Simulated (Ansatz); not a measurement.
# Mg2CdSe3: a trial structure relaxed

Where does this trial cell of Mg2CdSe3 go when cell and atoms are let free, and does the end survive a random kick?

Program: Ansatz 0.2.0. Level of theory: DFT PBE, scalar-relativistic, plane waves, PAW. These are calculated values, not measurements.

## Step 1: The starting structure

It takes space group I4/mmm (No. 139, tetragonal). Conventional cell: a = 3.955 Å, b = 3.955 Å, c = 16.805 Å, α = 90.00°, β = 90.00°, γ = 90.00°. Around Mg (site symmetry 4mm) lie 6 Se at 2.75 to 2.80 Å. Cd (site symmetry 4/mmm) is surrounded by 6 Se at 2.80 to 2.85 Å. Se (site symmetry 4mm) is surrounded by 5 Mg at 2.75 to 2.80 Å and 1 Cd at 2.85 Å. Around Se (site symmetry 4/mmm) lie 4 Cd at 2.80 Å and 2 Mg at 2.80 Å.

Structure file:

```xyz
6
Lattice="-1.9777 1.9777 8.4025 1.9777 -1.9777 8.4025 1.9777 1.9777 -8.4025" Properties=species:S:1:pos:R:3 pbc="T T T"
Mg    0.0000    0.0000   11.2071
Mg    0.0000    0.0000    5.5978
Cd    0.0000    0.0000    0.0000
Se    0.0000    0.0000   13.9553
Se    0.0000    0.0000    8.4025
Se    0.0000    0.0000    2.8496
```

The start is the relaxed end of an invented cell (made as: elements ordered on the sites of the MgSe type, Cd/Mg on Mg (I4/mmm, No. 139)), taken up again for a closer look.

## Step 2: A first look at the guess

File input.yaml:

```yaml
crystal:
  lattice:
    - [-1.9776513, 1.9776513, 8.4024623]
    - [1.9776513, -1.9776513, 8.4024623]
    - [1.9776513, 1.9776513, -8.4024623]
  atoms:
    - { symbol: Mg, position: [0.666893, 0.666893, 0.0] }
    - { symbol: Mg, position: [0.333107, 0.333107, 0.0] }
    - { symbol: Cd, position: [0.0, 0.0, 0.0] }
    - { symbol: Se, position: [0.830431, 0.830431, 0.0] }
    - { symbol: Se, position: [0.5, 0.5, 0.0] }
    - { symbol: Se, position: [0.169569, 0.169569, 0.0] }
basis:
  ecutwfc: 420
kpoints:
  mp_grid: { grid: [6, 6, 6] }
hamiltonian:
  xc: pbe
scf:
  occupations: { method: gaussian, width: 0.1 }
  lower_state_search: "off"
output:
  forces: true
  stress: true
  eigenvalues: true
```

Started as:

```console
ansatz run input.yaml --threads 4 --pin off --max-ram 8192MiB --backend cpu --events-out ev --progress --plain --runs-dir out
```

Further runs follow: full relaxation; reference for the kick test; random kick, then relaxation.

What does the calculation give? Wanted: conventional cell; volume; energy over the elements; gap on the mesh.

**Answer**, as computed:

| quantity | value |
| --- | --- |
| symmetry at the end (tolerance 0.02 Å) | space group I4/mmm (No. 139) |
| conventional cell | a = 3.955 Å, b = 3.955 Å, c = 16.805 Å, α = 90.00°, β = 90.00°, γ = 90.00° |
| volume | 21.91 Å³/atom |
| energy over the elements | -0.97 eV/atom |
| gap on the mesh | 0.60 eV |

**Reading.** The space group I4/mmm (No. 139) is kept, at nearly the size of the first guess. It lies below the elements, which doesn't yet make it stable: competing phases were not computed in this session. The kick test gives no clear verdict at this accuracy.
